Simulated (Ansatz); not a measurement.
Turn this script for the Python package of Ansatz (0.2.0) into the input file that the command-line program reads.

`deck_brh4nsi.py`
```python
import ansatz as az
import numpy as np

deck = {
    "crystal": {
        "periodic": [False, False, False],
        "atoms": [
            {"symbol": "N", "position_ang": [-0.9633, -0.4919, -0.2375]},
            {"symbol": "Si", "position_ang": [0.5037, -0.0662, 0.4011]},
            {"symbol": "Br", "position_ang": [1.2133, 1.644, -0.7932]},
            {"symbol": "H", "position_ang": [-0.8223, -0.6337, -1.2436]},
            {"symbol": "H", "position_ang": [-1.5987, 0.3731, -0.2184]},
            {"symbol": "H", "position_ang": [0.314, 0.3411, 1.8124]},
            {"symbol": "H", "position_ang": [1.4146, -1.2345, 0.2335]},
        ],
    },
    "basis": {"gaussian": {"orbitals": "def2-SVP"}},
    "correlation": {"method": "ccsd_t"},
    "output": {"forces": True},
}
session = az.Session.from_dict(deck)
data = session.plan(threads=1).execute().report

for key in ("converged", "free_energy_ev", "reference_energy_ev", "n_frozen", "n_occupied", "n_virtual"):
    print(f"{key:22s} {data[key]}")
symbols = ["N", "Si", "Br", "H", "H", "H", "H"]
parts = data["correlation"]
for name in ("random_phase", "coupled_cluster", "perturbative"):
    if name in parts:
        print(f"{name:16s} {parts[name]['energy']['hartree']:12.7f} Ha")
if "second_order" in parts:
    pair = parts["second_order"]
    print(f"MP2 same spin {pair['same_spin']['hartree']:.7f} Ha, opposite spin {pair['opposite_spin']['hartree']:.7f} Ha")
field = data["mean_field"]
print("<S^2> =", round(abs(field["state"]["spin_squared"]), 4), " all-electron relativity setting:", field["relativity"])
print("passes:", field["passes"])
if "symmetry" in field:
    print("occupied orbitals by irrep:", field["symmetry"]["occupied"])

forces = np.array(data["forces_ev_ang"])
print("largest force", round(float(np.linalg.norm(forces, axis=1).max()), 4), "eV/A, rms", round(float(np.sqrt((forces ** 2).mean())), 4))
charges = data["charge_distribution"]
print("dipole moment", round(4.803205 * float(np.linalg.norm(charges["dipole_moment_e_ang"])), 3), "D")
print("Mulliken:", [(s, round(q, 3)) for s, q in zip(symbols, charges["mulliken_charges_e"])])
```

Output of `python deck_brh4nsi.py`:
```text
converged              True
free_energy_ev         -79410.51706001488
reference_energy_ev    -79395.6993523059
n_frozen               15
n_occupied             [15, 15]
n_virtual              [54, 54]
coupled_cluster    -0.5322037 Ha
perturbative       -0.0123371 Ha
MP2 same spin -0.1356053 Ha, opposite spin -0.3688449 Ha
<S^2> = 0.0  all-electron relativity setting: none
passes: {'evaluations': 19, 'products': 33}
occupied orbitals by irrep: [{'A': 30}, {'A': 30}]
largest force 3.9537 eV/A, rms 1.1284
dipole moment 0.862 D
Mulliken: [('N', -0.371), ('Si', 0.666), ('Br', -0.332), ('H', 0.124), ('H', 0.136), ('H', -0.112), ('H', -0.112)]
```

`input.yaml`:
```yaml
crystal:
  periodic: [false, false, false]
  atoms:
    - { symbol: "N", position_ang: [-0.9633, -0.4919, -0.2375] }
    - { symbol: Si, position_ang: [0.5037, -0.0662, 0.4011] }
    - { symbol: Br, position_ang: [1.2133, 1.644, -0.7932] }
    - { symbol: H, position_ang: [-0.8223, -0.6337, -1.2436] }
    - { symbol: H, position_ang: [-1.5987, 0.3731, -0.2184] }
    - { symbol: H, position_ang: [0.314, 0.3411, 1.8124] }
    - { symbol: H, position_ang: [1.4146, -1.2345, 0.2335] }
basis:
  gaussian: { orbitals: def2-SVP }
correlation:
  method: ccsd_t
output:
  forces: true
```

Launched from the shell:
```console
$ ansatz run input.yaml --threads 1 --pin off --max-ram 4096MiB --backend cpu --events-out ev --progress --plain --runs-dir out
Engine: ansatz 0.2.0, aarch64-unknown-linux-gnu
Functional definition: HF
  exchange = exact_x
  correlation = 0
818 factors; integrals over basis functions are off by at most 1.3e-3 eV
mean field evaluation 1: about -79393.6467 eV, gradient 2.9e1 eV
mean field evaluation 2: about -79393.6597 eV, gradient 2.9e1 eV
mean field evaluation 4: about -79395.6772 eV, gradient 2.3e0 eV
mean field evaluation 8: about -79395.6992 eV, gradient 1.5e-1 eV
mean field evaluation 16: about -79395.6824 eV, gradient 4.7e-1 eV
mean field -79395.69935231 eV, -2917.7381348593 hartree, gradient 4.4e-6 eV, S^2 0.000000; 0 other end points of the search recorded, 0 dependent functions left out
15 core orbitals not correlated: weight in the atoms' cores, before any rotation towards them, 1.000 or more for the frozen orbitals, at most 0.000 for the correlated occupied ones
reference -79395.69935231 eV, -2917.7381348593 hartree; 15, 15 occupied and 54, 54 virtual orbitals, 818 factors
second order -13.72679109 eV of doubles, -0.00000000 eV of singles
cycle   1  -14.11008163 eV  change   -3.8e-1 eV  update   7.1e-2
cycle   2  -14.44768956 eV  change   -3.4e-1 eV  update   2.1e-2
cycle   3  -14.48637925 eV  change   -3.9e-2 eV  update   8.4e-3
cycle   4  -14.48144439 eV  change    4.9e-3 eV  update   2.0e-3
cycle   5  -14.48223821 eV  change   -7.9e-4 eV  update   8.3e-4
cycle   6  -14.48207807 eV  change    1.6e-4 eV  update   2.6e-4
cycle   7  -14.48197919 eV  change    9.9e-5 eV  update   9.1e-5
cycle   8  -14.48200568 eV  change   -2.6e-5 eV  update   2.7e-5
cycle   9  -14.48199911 eV  change    6.6e-6 eV  update   7.4e-6
perturbative tasks: 0 of 840
perturbative tasks: 42 of 840
perturbative tasks: 84 of 840
perturbative tasks: 126 of 840
perturbative tasks: 168 of 840
perturbative tasks: 210 of 840
perturbative tasks: 252 of 840
perturbative tasks: 294 of 840
perturbative tasks: 336 of 840
perturbative tasks: 378 of 840
perturbative tasks: 420 of 840
perturbative tasks: 462 of 840
perturbative tasks: 504 of 840
perturbative tasks: 546 of 840
perturbative tasks: 588 of 840
perturbative tasks: 630 of 840
perturbative tasks: 672 of 840
perturbative tasks: 714 of 840
perturbative tasks: 756 of 840
perturbative tasks: 798 of 840
perturbative correction -0.33570860 eV, -0.0123370633 hartree
the calculation of the forces begins
Total energy: -79410.51706001 eV, -2918.2826755738 hartree
Atom 0 at    -0.963300    -0.491900    -0.237500 Å, force    -3.526246     1.113276    -1.399242 eV/Å
Atom 1 at     0.503700    -0.066200     0.401100 Å, force     1.955243    -0.229791     1.426096 eV/Å
Atom 2 at     1.213300     1.644000    -0.793200 Å, force     0.739095     0.821136    -0.294636 eV/Å
Atom 3 at    -0.822300    -0.633700    -1.243600 Å, force    -0.273156    -0.382390     0.054017 eV/Å
Atom 4 at    -1.598700     0.373100    -0.218400 Å, force     0.808957    -1.677321     0.131055 eV/Å
Atom 5 at     0.314000     0.341100     1.812400 Å, force     0.221528     0.025254    -0.041445 eV/Å
Atom 6 at     1.414600    -1.234500     0.233500 Å, force     0.074580     0.329836     0.124156 eV/Å
Dipole moment:    -0.166567    -0.035985    -0.055955 e Å
```

Caveats:
- Total energies depend on the basis set; only differences at equal settings carry meaning.
- The geometry is a force-field or estimated start, not a minimum of this method, and the basis set is short of its limit.
- Hardware and time: 27 s on 1 thread of Arm Neoverse V1 (shared host), peak memory 0.38 GiB.

(Lines on the test bed's own set-up are left out of the output.)
